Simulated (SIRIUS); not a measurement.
HPbNO4 in SIRIUS: the effect of strain

HPbNO4:

```xyz
7
Lattice="3.7028 0.0018 -0.0366 0.1666 4.3344 -0.0165 0.7277 0.8387 5.8766" Properties=species:S:1:pos:R:3 pbc="T T T"
H     2.5712    4.0493    1.1289
Pb    3.1335    2.7055    5.3570
N     3.0505    1.4531    2.9117
O     1.2722    2.6900    4.5562
O     2.8541    4.6255    2.8902
O     2.2715    4.0462    0.1903
O     3.1919    2.1006    1.8421
```

The cell was built by a generator and needn't be a form met in nature.

The cell isn't the ideal one: strain = -0.04 (xx).

Alike in all runs:

* Program: SIRIUS 7.12.0
* Task: single point
* Functional: PBE
* Potentials or basis: PseudoDojo 0.4.1 PBE standard (scalar relativistic)
* Cutoff: 1152 eV
* Density cutoff: 4606 eV
* k mesh: 3 × 3 × 2
* Occupations: fermi-dirac, width 0.05 eV
* Spin: no spin polarisation
* Strain kind: xx
* Libxc names: ["XC_GGA_X_PBE", "XC_GGA_C_PBE"]
* Energy tol: 1e-08 Ha
* Density tol: 1e-06
* Mixer: anderson
* Mixing beta: 0.7
* Max scf: 100

| strain | pressure (GPa) | largest force (eV/Å) |
| --- | --- | --- |
| -4 % (xx) | 3.8 | 0.78 |
| -2 % (xx) | 1.9 | 0.36 |
| -1 % (xx) | 1.1 | 0.19 |
| +0 % (xx) | 0.4 | 0.24 |
| +1 % (xx) | -0.3 | 0.29 |
| +2 % (xx) | ? | ? |
| +4 % (xx) | -2.0 | 0.59 |

Question: What does the run with strain +2 % (xx) give?

Answer: Pressure -0.9 GPa; largest force 0.36 eV/Å.

Caveats: all runs use coarse meshes.
